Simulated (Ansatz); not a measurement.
# C₄H₁₂BrNOSn: up Jacob's ladder to CCSD(T)

The task here is to estimate one member of a computed series from the others.

Computed with Ansatz 0.2.0, Gaussian basis. Level: functionals in def2-TZVPP, the program's frozen cores in correlated methods.

The runs, in order: LDA (SPW92), PBE-D4, revPBE-D4, BLYP-D4, r2SCAN-D4, B97M-V, PBE0-D4, B3LYP-D4, r2SCANh-D4, r2SCAN0-D4, HSE06-D4, BHLYP-D4, CAM-B3LYP-D4, LC-ωPBE, ωB97X-V, ωB97M-V, B2PLYP, PBE-QIDH; CCSD(T)/def2-SVP; CCSD(T)/def2-TZVPP; MP2/def2-QZVPP; extrapolation to the limit; RPA on PBE.

**The relaxed structure**

The geometry comes from an earlier relaxation with PBE0-D4 in a triple-zeta def2 set; it is a stationary point, not always the lowest conformer. Sn takes the def2 core potential; no spin-orbit term is included.

SMILES `C[CH2][Sn]([OH])([Br])[N](C)C`, 20 atoms, charge 0, spin multiplicity 1.

Atoms are counted from 1 here; the program's logs count them from 0.

Bond lengths: C1–C2 1.521 Å, C1–H9 1.093 Å, C1–H10 1.092 Å, C1–H11 1.092 Å, C2–Sn3 2.129 Å, C2–H12 1.093 Å, C2–H13 1.092 Å, Sn3–O4 1.969 Å, Sn3–Br5 2.489 Å, Sn3–N6 2.009 Å, O4–H14 0.960 Å, N6–C7 1.443 Å, N6–C8 1.444 Å, C7–H15 1.092 Å, C7–H16 1.101 Å, C7–H17 1.098 Å, C8–H18 1.094 Å, C8–H19 1.098 Å and more. Angles: C2–C1–H9 110.6°, C2–C1–H10 111.6°, C2–C1–H11 111.5°, H9–C1–H10 107.6°, H9–C1–H11 107.7°, H10–C1–H11 107.6°, C1–C2–Sn3 112.0°, C1–C2–H12 111.5°, C1–C2–H13 112.1°, Sn3–C2–H12 106.2°, Sn3–C2–H13 107.0°, H12–C2–H13 107.6°, C2–Sn3–O4 107.1°, C2–Sn3–Br5 112.8°, C2–Sn3–N6 114.5°, O4–Sn3–Br5 104.0°, O4–Sn3–N6 113.0°, Br5–Sn3–N6 105.1° and more.

The first run:

File in.yaml:

```yaml
crystal:
  periodic: [false, false, false]
  atoms:
    - {symbol: C, position_ang: [2.579013, -0.795141, -1.796777]}
    - {symbol: C, position_ang: [1.914200, -0.552956, -0.450211]}
    - {symbol: Sn, position_ang: [-0.101891, 0.097896, -0.660870]}
    - {symbol: O, position_ang: [-1.089906, -1.355711, -1.548870]}
    - {symbol: Br, position_ang: [-0.334458, 2.022942, -2.221303]}
    - {symbol: N, position_ang: [-0.964474, 0.703715, 1.049209]}
    - {symbol: C, position_ang: [-2.276364, 1.304144, 1.015264]}
    - {symbol: C, position_ang: [-0.738230, -0.090957, 2.233689]}
    - {symbol: H, position_ang: [3.608569, -1.137688, -1.661599]}
    - {symbol: H, position_ang: [2.609902, 0.114991, -2.399739]}
    - {symbol: H, position_ang: [2.048871, -1.555876, -2.373312]}
    - {symbol: H, position_ang: [1.879578, -1.465622, 0.150023]}
    - {symbol: H, position_ang: [2.435886, 0.207580, 0.134176]}
    - {symbol: H, position_ang: [-1.761449, -1.037428, -2.157378]}
    - {symbol: H, position_ang: [-2.393630, 1.922293, 0.122264]}
    - {symbol: H, position_ang: [-3.092907, 0.565155, 1.033347]}
    - {symbol: H, position_ang: [-2.408231, 1.959540, 1.886216]}
    - {symbol: H, position_ang: [0.271773, -0.511551, 2.237108]}
    - {symbol: H, position_ang: [-0.827547, 0.538050, 3.129391]}
    - {symbol: H, position_ang: [-1.450505, -0.923678, 2.345670]}
basis:
  gaussian: {orbitals: def2-TZVPP}
hamiltonian: {xc: lda}
output: {orbitals: {seedname: orbitals}}
```

Among the steps run: LDA; PBE-D4 (GGA); revPBE-D4 (GGA); BLYP-D4 (GGA); r2SCAN-D4 (meta-GGA); B97M-V (meta-GGA); PBE0-D4 (hybrid); B3LYP-D4 (hybrid); r2SCANh-D4 (hybrid); r2SCAN0-D4 (hybrid); HSE06-D4 (hybrid); BHLYP-D4 (hybrid); CAM-B3LYP-D4 (range-separated); LC-ωPBE (range-separated); ωB97X-V (range-separated); ωB97M-V (range-separated); B2PLYP (double hybrid); PBE-QIDH (double hybrid).

One table of the session follows, with a row left open; its other results are not shown here.

It belongs to the step «Orbital energies across the functionals». 

```
  functional  HOMO (eV)  gap (eV)
 LDA (SPW92)      -5.18      3.12
      PBE-D4      -5.05      3.28
   revPBE-D4          ?         ?
     BLYP-D4      -4.95      3.24
   r2SCAN-D4      -5.30      3.78
      B97M-V      -5.44      3.93
     PBE0-D4      -6.38      5.55
    B3LYP-D4      -6.18      5.04
  r2SCANh-D4      -5.80      4.62
  r2SCAN0-D4      -6.56      5.88
    HSE06-D4      -5.98      4.78
    BHLYP-D4      -7.67      7.81
CAM-B3LYP-D4      -7.78      7.93
     LC-ωPBE      -9.12     10.54
     ωB97X-V      -8.79     10.05
     ωB97M-V      -8.71      9.77
```

Q: Estimate the row for revPBE-D4 from the others.

As computed: HOMO (eV): -5.00; gap (eV): 3.34. In the column «HOMO (eV)» it lies between PBE-D4 (-5.05) and BLYP-D4 (-4.95).
